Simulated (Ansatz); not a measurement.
**CH3In (SMILES C[In]): RPA@PBE0/def2-SVPD (core potential)**

What is the electronic atomisation energy of CH3In at RPA@PBE0/def2-SVPD (core potential)? 

The results are computed with Ansatz 0.2.0.

46 further runs of the same task are left out: 5 that didn't finish, 41 set aside as unsound or not needed.

## (1) The system as given

CH3In has 5 atoms, charge 0, and is taken as a singlet. As SMILES, `C[In]`. The shape is that of a PBE0-D4/def2-TZVP optimisation.

Bond lengths: C1–In2 2.238 Å, C1–H3 1.096 Å, C1–H4 1.096 Å, C1–H5 1.096 Å. Angles: In2–C1–H3 111.3°, In2–C1–H4 111.3°, In2–C1–H5 111.3°, H3–C1–H4 107.6°, H3–C1–H5 107.6°, H4–C1–H5 107.6°.

## (2) The energy at RPA@PBE0/def2-SVPD (core potential)

The input, molecule.yaml:

```yaml
crystal:
  periodic: [false, false, false]
  atoms:
    - {symbol: C, position_ang: [-0.182770, 0.073150, -0.070580]}
    - {symbol: In, position_ang: [1.772750, -0.709460, 0.684610]}
    - {symbol: H, position_ang: [-0.972960, -0.040920, 0.680150]}
    - {symbol: H, position_ang: [-0.502560, -0.460530, -0.972760]}
    - {symbol: H, position_ang: [-0.114460, 1.137770, -0.321410]}
basis:
  gaussian:
    orbitals: def2-SVPD
accuracy: high
hamiltonian:
  xc: {name: PBE0}
correlation:
  method: rpa
  frozen_orbitals: {C: 1, H: 0, In: 4}
```

Run with:

```
$ ansatz run molecule.yaml --threads 1 --pin off --max-ram 3480MiB --events-out events.jsonl --progress --plain --runs-dir runs
```

Standard output:

```text
Warning: RAYON_NUM_THREADS=1 ignored (pool sized by the plan → 1); use --threads N
Functional definition: PBE0
  name "PBE0"
  parameter a = 0.25
  parameter kappa = 0.804
  parameter beta = 0.06672455060314922
  exchange = (1 - a)*pbe_x(kappa = kappa, mu = beta*pi^2/3) + a*exact_x
  correlation = pbe_c(beta = beta)
1696 factors; integrals over basis functions are off by at most 3.1e-9 eV
mean field evaluation 1: about -6250.8661 eV, gradient 4.9e1 eV
mean field evaluation 2: about -6250.8635 eV, gradient 4.9e1 eV
mean field evaluation 4: about -6257.2230 eV, gradient 4.4e0 eV
mean field evaluation 8: about -6257.3087 eV, gradient 4.7e-2 eV
mean field evaluation 16: about -6257.3087 eV, gradient 7.1e-7 eV
mean field -6257.30868387 eV, -229.9518527761 hartree, gradient 4.0e-8 eV, S^2 0.000000; 0 other end points of the search recorded, 0 dependent functions left out
5 core orbitals not correlated: weight in the atoms' cores, before any rotation towards them, 1.000 or more for the frozen orbitals, at most 0.000 for the correlated occupied ones
reference -6225.21497565 eV, -228.7724307527 hartree; 10, 10 occupied and 61, 61 virtual orbitals, 1696 factors
Total energy: -6235.23240557 eV, -229.1405645123 hartree
```

Run time: 8.7 s. Hardware: 1 thread of Arm Neoverse V1, shared host; peak memory 0.3 GiB.

## (3) The C atom, same level

The input, job.yaml:

```yaml
crystal:
  periodic: [false, false, false]
  atoms:
    - {symbol: C, position_ang: [0.000000, 0.000000, 0.000000]}
basis:
  gaussian: {orbitals: def2-SVPD}
magnetization: {spin_polarized: true, initial_magnetization: 2}
hamiltonian: {xc: {name: PBE0}}
correlation: {method: rpa, frozen_orbitals: {C: 1}}
accuracy: high
```

Run the same way, it converges to -37.75943 Eh (log not shown).

## (4) The H atom

The input, job.yaml:

```yaml
crystal:
  periodic: [false, false, false]
  atoms:
    - {symbol: H, position_ang: [0.000000, 0.000000, 0.000000]}
basis:
  gaussian:
    orbitals: def2-SVPD
magnetization:
  spin_polarized: true
  initial_magnetization: 1
hamiltonian:
  xc: pbe0
correlation:
  method: rpa
  frozen_orbitals: {H: 0}
accuracy: high
```

Run with:

```
$ ansatz run job.yaml --threads 1 --pin off --max-ram 3480MiB --events-out events.jsonl --progress --plain --runs-dir runs
```

Standard output:

```text
Warning: RAYON_NUM_THREADS=1 ignored (pool sized by the plan → 1); use --threads N
Functional definition: PBE0
  name "PBE0"
  parameter a = 0.25
  parameter kappa = 0.804
  parameter beta = 0.06672455060314922
  exchange = (1 - a)*pbe_x(kappa = kappa, mu = beta*pi^2/3) + a*exact_x
  correlation = pbe_c(beta = beta)
33 factors; integrals over basis functions are off by at most 2.1e-9 eV
mean field evaluation 1: about -13.6122 eV, gradient 3.3e-1 eV
mean field evaluation 2: about -13.6122 eV, gradient 3.3e-1 eV
mean field evaluation 4: about -13.6136 eV, gradient 4.3e-6 eV
mean field evaluation 8: about -13.6136 eV, gradient 1.3e-8 eV
mean field -13.61360498 eV, -0.5002907553 hartree, gradient 1.3e-8 eV, S^2 0.750000; 0 other end points of the search recorded, 0 dependent functions left out
reference -13.58584091 eV, -0.4992704445 hartree; 1, 0 occupied and 7, 8 virtual orbitals, 33 factors
Total energy: -13.95927597 eV, -0.5129939300 hartree
```

It took 0.12 s on 1 thread of Arm Neoverse V1, shared host.

## (5) The In atom, same level

The input, in.yaml:

```yaml
crystal:
  periodic: [false, false, false]
  atoms:
    - {symbol: In, position_ang: [0.000000, 0.000000, 0.000000]}
basis:
  gaussian:
    orbitals: def2-SVPD
magnetization:
  spin_polarized: true
  initial_magnetization: 1
hamiltonian:
  xc: {name: PBE0}
correlation:
  method: rpa
  frozen_orbitals: {In: 4}
accuracy: high
```

Run the same way, it converges to -189.29765 Eh (log not shown).

## (6) Summary of results

At RPA@PBE0/def2-SVPD (core potential), 5 core orbitals frozen:

| quantity | value |
| --- | --- |
| molecule: total energy | -229.14056 Eh |
| molecule: RPA correlation energy (valence) | -368.1 mEh |
| C atom: total energy | -37.75943 Eh |
| C atom: RPA correlation energy (valence) | -114.7 mEh |
| C atom: ⟨S²⟩ of the reference determinant | 2.004 |
| H atom: total energy | -0.51299 Eh |
| H atom: RPA correlation energy | -13.7 mEh |
| H atom: ⟨S²⟩ of the reference determinant | 0.750 |
| In atom: total energy | -189.29765 Eh |
| In atom: RPA correlation energy (valence) | -97.6 mEh |
| In atom: ⟨S²⟩ of the reference determinant | 0.753 |
| electronic atomisation energy | 14.817 eV |

In words: Taking the molecule apart into free atoms costs 14.82 eV (1430 kJ/mol), before zero-point energy and without spin-orbit coupling.
